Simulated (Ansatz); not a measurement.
# CH3Al2O: the cost of one run

Program: Ansatz 0.2.0. Level of theory: RKS BLYP-D4/6-31G*. These are calculated values, not measurements.

### 1 The system as given

Bond lengths: O1–Al2 1.592 Å, Al2–C3 2.185 Å, Al2–Al4 2.521 Å, C3–Al4 2.014 Å, C3–H5 1.114 Å, C3–H6 1.114 Å, Al4–H7 1.771 Å. Angles: O1–Al2–C3 144.1°, O1–Al2–Al4 165.9°, C3–Al2–Al4 50.1°, Al2–C3–Al4 73.7°, Al2–C3–H5 115.6°, Al2–C3–H6 116.4°, Al4–C3–H5 122.4°, Al4–C3–H6 123.5°, H5–C3–H6 103.4°, Al2–Al4–C3 56.3°, Al2–Al4–H7 155.5°, C3–Al4–H7 148.2°.

As a file:

```xyz
7

O    -0.9014   -2.7406    1.0730
Al   -0.5685   -1.3583    0.3558
C     0.6040    0.4793    0.5120
Al   -0.4268    0.6096   -1.2132
H     1.7099    0.3442    0.5374
H     0.4018    1.1213    1.3998
H    -0.8190    1.5445   -2.6648
```

### 2 Preparing the start

Input file input.yaml:

```yaml
crystal:
  periodic: [false, false, false]
  atoms:
    - { symbol: O, position_ang: [-0.9014, -2.74061, 1.07299] }
    - { symbol: Al, position_ang: [-0.56851, -1.35833, 0.35575] }
    - { symbol: C, position_ang: [0.60402, 0.47934, 0.51197] }
    - { symbol: Al, position_ang: [-0.4268, 0.60963, -1.21318] }
    - { symbol: H, position_ang: [1.7099, 0.34415, 0.53744] }
    - { symbol: H, position_ang: [0.40177, 1.12134, 1.39981] }
    - { symbol: H, position_ang: [-0.81898, 1.54447, -2.66477] }
total_charge: -1
basis:
  gaussian: { orbitals: "6-31G*" }
hamiltonian:
  xc: blyp
  dispersion: d4
relax:
  f_tol: 0.02
  max_steps: 40
scf:
  lower_state_search: "off"
```

Started as:

```sh
> ansatz run input.yaml --threads 1 --pin off --max-ram 2048MiB --backend cpu --events-out ev --progress --plain --runs-dir out
```

**Question.** How long does this run take on 1 thread of AMD EPYC 7R43 (Zen 3), shared host, and how much memory does it need?

About 30 s, with a peak of 0.15 GiB.
